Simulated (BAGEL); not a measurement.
# HF/6-31G(d) (density fitting with qzvpp-jkfit, spherical functions) run of B2H3SClO (SMILES BSB(O)Cl)

Aim: the energy change on altering one bond length of B2H3SClO at HF/6-31G* (density fitting with qzvpp-jkfit, spherical functions), from 2 runs. 

The results are computed with BAGEL 1.2.2.

3 further runs of the same task are left out: 3 set aside as unsound or not needed.

## (1) The system as given

B2H3SClO: 8 atoms, total charge 0, spin state singlet. SMILES: `BSB(O)Cl`. Geometry: relaxed at PBE0-D4/def2-TZVP. This is one conformer, not always the lowest.

Bond lengths: B1–S2 1.779 Å, S2–B3 1.842 Å, B3–O4 1.346 Å, B3–Cl5 1.747 Å, B1–H6 1.187 Å, B1–H7 1.191 Å, O4–H8 0.962 Å. Angles: B1–S2–B3 107.6°, S2–B3–O4 118.3°, S2–B3–Cl5 124.3°, O4–B3–Cl5 117.4°, S2–B1–H6 121.5°, S2–B1–H7 115.3°, B3–O4–H8 114.1°, H6–B1–H7 123.2°.

## (2) The energy at HF/6-31G(d) (density fitting with qzvpp-jkfit, spherical functions)

Contents of job.json:

```json
{ "bagel": [

{
  "title": "molecule",
  "basis": "6-31gs.json",
  "df_basis": "qzvpp-jkfit",
  "angstrom": true,
  "geometry": [
    { "atom": "B", "xyz": [   -0.692400,    0.046900,    1.667900 ] },
    { "atom": "S", "xyz": [   -1.023900,    0.057700,   -0.080400 ] },
    { "atom": "B", "xyz": [    0.593700,   -0.049400,   -0.954900 ] },
    { "atom": "O", "xyz": [    0.593200,   -0.057300,   -2.300500 ] },
    { "atom": "Cl", "xyz": [    2.142800,   -0.141200,   -0.151500 ] },
    { "atom": "H", "xyz": [    0.415800,   -0.020700,    2.088900 ] },
    { "atom": "H", "xyz": [   -1.653800,    0.111600,    2.368200 ] },
    { "atom": "H", "xyz": [   -0.283200,   -0.004800,   -2.693500 ] }
  ]
},
{ "title": "hf" },
{ "title": "print", "file": "orbitals.molden", "orbitals": true }

]}
```

The basis set 6-31G* is read from a file made from the Basis Set Exchange's data (not shown).

Run with:

```
$ BAGEL_NUM_THREADS=1 BAGEL job.json > job.out
```

Log:

```text
* using 1 threads per process

  ===============================================================
  ===============================================================

  *** Geometry ***

  { "atom" : "B", "xyz" : [     -1.308446,      0.088628,      3.151874 ] },
  { "atom" : "S", "xyz" : [     -1.934891,      0.109037,     -0.151934 ] },
  { "atom" : "B", "xyz" : [      1.121930,     -0.093352,     -1.804499 ] },
  { "atom" : "O", "xyz" : [      1.120986,     -0.108281,     -4.347315 ] },
  { "atom" : "Cl", "xyz" : [      4.049305,     -0.266829,     -0.286294 ] },
  { "atom" : "H", "xyz" : [      0.785748,     -0.039117,      3.947449 ] },
  { "atom" : "H", "xyz" : [     -3.125229,      0.210893,      4.475249 ] },
  { "atom" : "H", "xyz" : [     -0.535170,     -0.009071,     -5.089977 ] },

  Number of auxiliary basis functions:      537

  Since a DF basis is specified, we compute 2- and 3-index integrals:
    o Being stored without compression. Storage requirement is 0.030 GB

  Number of basis functions:       84
  Number of electrons      :       54

    * METHOD: MOLECULE                             0.27

  *** RHF ***

  === Nuclear Repulsion ===
   240.3213891421

      * DIIS with orbital gradients will be used.

  === RHF iteration (6-31gs.json) ===
      0       -982.93545869          0.01670634           0.09
      1       -983.04839606          0.01046630           0.09
      2       -983.09814194          0.00148074           0.09
      3       -983.10011480          0.00022511           0.09
      4       -983.10018134          0.00008237           0.09
      5       -983.10019130          0.00002800           0.09
      6       -983.10019240          0.00001004           0.09
      7       -983.10019253          0.00000285           0.09
      8       -983.10019255          0.00000083           0.09
      9       -983.10019255          0.00000036           0.09
     10       -983.10019255          0.00000013           0.09
     11       -983.10019255          0.00000004           0.09
     12       -983.10019255          0.00000001           0.09
     13       -983.10019255          0.00000001           0.09
    * SCF iteration converged.

    * Permanent dipole moment:
           (    0.619143,    -0.037467,     0.136618) a.u.

    * METHOD: HF                                   1.43

    * METHOD: PRINT                                0.01

  ===============================================================
```

It took 1.9 s on 1 thread of Arm Neoverse V2, shared host; peak memory 0.13 GiB.

## (3) The distorted shape at the same level

Contents of calc.json:

```json
{ "bagel" : [

{
  "title" : "molecule",
  "basis" : "6-31gs.json",
  "df_basis" : "qzvpp-jkfit",
  "angstrom" : true,
  "geometry" : [
    { "atom" : "B", "xyz" : [   -0.692250,    0.049270,    2.071570 ] },
    { "atom" : "S", "xyz" : [   -1.023750,    0.060070,    0.323270 ] },
    { "atom" : "B", "xyz" : [    0.593850,   -0.047030,   -0.551230 ] },
    { "atom" : "O", "xyz" : [    0.593200,   -0.057300,   -2.300500 ] },
    { "atom" : "Cl", "xyz" : [    2.142950,   -0.138830,    0.252170 ] },
    { "atom" : "H", "xyz" : [    0.415950,   -0.018330,    2.492570 ] },
    { "atom" : "H", "xyz" : [   -1.653650,    0.113970,    2.771870 ] },
    { "atom" : "H", "xyz" : [   -0.283200,   -0.004800,   -2.693500 ] }
  ]
},
{
  "title" : "hf"
},
{
  "title" : "print",
  "file" : "orbitals.molden",
  "orbitals" : true
}

]}
```

The basis set 6-31G* is read from a file made from the Basis Set Exchange's data (not shown).

Run with:

```
$ BAGEL_NUM_THREADS=1 BAGEL calc.json > calc.out
```

Log:

```text
* using 1 threads per process

  ===============================================================
  ===============================================================

  *** Geometry ***

  { "atom" : "B", "xyz" : [     -1.308163,      0.093107,      3.914700 ] },
  { "atom" : "S", "xyz" : [     -1.934607,      0.113516,      0.610892 ] },
  { "atom" : "B", "xyz" : [      1.122214,     -0.088874,     -1.041674 ] },
  { "atom" : "O", "xyz" : [      1.120986,     -0.108281,     -4.347315 ] },
  { "atom" : "Cl", "xyz" : [      4.049589,     -0.262351,      0.476532 ] },
  { "atom" : "H", "xyz" : [      0.786032,     -0.034639,      4.710275 ] },
  { "atom" : "H", "xyz" : [     -3.124946,      0.215372,      5.238075 ] },
  { "atom" : "H", "xyz" : [     -0.535170,     -0.009071,     -5.089977 ] },

  Number of auxiliary basis functions:      537

  Since a DF basis is specified, we compute 2- and 3-index integrals:
    o Being stored without compression. Storage requirement is 0.030 GB

  Number of basis functions:       84
  Number of electrons      :       54

    * METHOD: MOLECULE                             0.27

  *** RHF ***

  === Nuclear Repulsion ===
   229.5143812044

      * DIIS with orbital gradients will be used.

  === RHF iteration (6-31gs.json) ===
      0       -982.80599751          0.01897974           0.09
      1       -982.90911174          0.01500108           0.09
      2       -983.02142137          0.00174861           0.09
      3       -983.02449487          0.00031936           0.09
      4       -983.02464330          0.00012002           0.08
      5       -983.02467049          0.00004099           0.08
      6       -983.02467397          0.00001220           0.08
      7       -983.02467426          0.00000415           0.09
      8       -983.02467429          0.00000142           0.09
      9       -983.02467430          0.00000048           0.09
     10       -983.02467430          0.00000017           0.09
     11       -983.02467430          0.00000007           0.09
     12       -983.02467430          0.00000003           0.09
     13       -983.02467430          0.00000001           0.09
     14       -983.02467430          0.00000000           0.09
    * SCF iteration converged.

    * Permanent dipole moment:
           (    0.586042,    -0.040446,    -0.698122) a.u.

    * METHOD: HF                                   1.49

    * METHOD: PRINT                                0.01

  ===============================================================
```

Run time: 1.9 s. Hardware: 1 thread of Arm Neoverse V2, shared host; peak memory 0.13 GiB.

## (4) Summary of results

At HF/6-31G* (density fitting with qzvpp-jkfit, spherical functions):

| quantity | value |
| --- | --- |
| first shape: total energy | -983.10019 Eh |
| first shape: dipole moment | 1.61 D |
| first shape: HOMO energy | -11.26 eV |
| first shape: LUMO energy | 2.18 eV |
| first shape: HOMO–LUMO gap | 13.44 eV |
| distorted shape: total energy | -983.02467 Eh |
| distorted shape: dipole moment | 2.32 D |
| distorted shape: HOMO energy | -11.62 eV |
| distorted shape: LUMO energy | 1.53 eV |
| distorted shape: HOMO–LUMO gap | 13.15 eV |
| energy change with the B3–O4 bond stretched from 1.346 to 1.749 Å | 2.055 eV |

In words: With the B3–O4 bond stretched from 1.346 to 1.749 Å the energy rises by 2.05 eV (198 kJ/mol). The first shape isn't relaxed at this level, so the change isn't measured from a minimum.
